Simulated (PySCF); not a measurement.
**WO2F2: geometry, NMR shifts and electronic excitations**

Aim: predict the NMR shifts and electronic excitations of WO2F2 (`[O]=[W](=[O])([F])[F]`).

Programs: PySCF 2.14.0, with density-fitted response routines of our own. Each step states its level of theory. These are calculated values for one molecule in the gas phase, unless marked as measured. Atoms are numbered from 0 throughout.

### 1 The starting structure

5 atoms, charge 0, multiplicity 1; geometry from: GFN2-xTB.

Bonds of the start (Å): W0–O1 1.68, W0–O2 1.68, W0–F3 1.84, W0–F4 1.84.

### 2 Optimising the geometry at PBE0-D3(BJ)/def2-SVP

The job: settings as JSON, then the geometry in Å.

```
{"job": {"xc": "PBE0", "basis": "def2-SVP", "d3": "d3bj", "grid": 1, "maxiter": 40, "kind": "geom"}, "charge": 0, "multiplicity": 1}
W      0.083510    -0.000400     0.056450
O      0.025410    -0.017510     1.740280
O      1.645630     0.011240    -0.574660
F     -0.880420     1.420790    -0.598300
F     -0.874140    -1.414120    -0.623770
```

**Question.** This job is followed by: GIAO PBE0/pcSseg-1 W:def2-TZVP NMR shielding, non-relativistic, gas phase; TDDFT CAM-B3LYP/def2-SVPD, vertical, gas phase, core orbitals frozen in the response; GIAO KT2/pcSseg-1 W:def2-TZVP NMR shielding, non-relativistic, gas phase. What will the session give for the following? point group; rotational constants (main isotopes); ¹⁷O shifts against H2O (PBE0/def2-TZVP+pcSseg-1, means over atoms taken as alike); ¹⁹F shifts against CFCl3 (PBE0/def2-TZVP+pcSseg-1, means over atoms taken as alike); lowest singlet (CAM-B3LYP/def2-SVPD); brightest single state of those computed; lowest triplet; vertical electron affinity (ΔSCF); range of the shift of O1.

**Answer**, as computed:

```
                                                                           quantity                        value
                                                                        point group                          C2v
                                               rotational constants (main isotopes)         3.94, 3.31, 3.08 GHz
  ¹⁷O shifts against H2O (PBE0/def2-TZVP+pcSseg-1, means over atoms taken as alike)                    890.0 ppm
¹⁹F shifts against CFCl3 (PBE0/def2-TZVP+pcSseg-1, means over atoms taken as alike)                     38.8 ppm
                                               lowest singlet (CAM-B3LYP/def2-SVPD)  5.47 eV (227 nm), f = 0.001
                                           brightest single state of those computed  state 2, 5.49 eV, f = 0.007
                                                                     lowest triplet                      4.89 eV
                                                  vertical electron affinity (ΔSCF)                      0.78 eV
                                                           range of the shift of O1           816.2 to 890.0 ppm
```

In words: Over 5 steps the energy fell by 0.212 eV; of the close pairs, W0–F3 changed most, 1.838 to 1.858 Å. At PBE0/def2-TZVP+pcSseg-1: Shielding is most anisotropic at O1, O2 (span 1004 ppm, paramagnetic term -947 ppm). The lowest singlet, at 5.47 eV, is HOMO→LUMO+1 0.97 and is dark; of the 10 states computed, the strongest absorption comes from states 1 to 2 together at 5.49 eV. The lowest triplet lies 0.58 eV below the lowest singlet (triplets in Tamm-Dancoff, singlets in full TDDFT). Spin-orbit coupling, left out, mixes singlets and triplets in elements this heavy. Across the 2 runs the shift of O1 (with its like atoms) moves most, between 816.2 (KT2/def2-TZVP+pcSseg-1) and 890.0 ppm (PBE0/def2-TZVP+pcSseg-1). Spin-orbit coupling is left out, which matters for shieldings and couplings at and beside the heavy atoms.
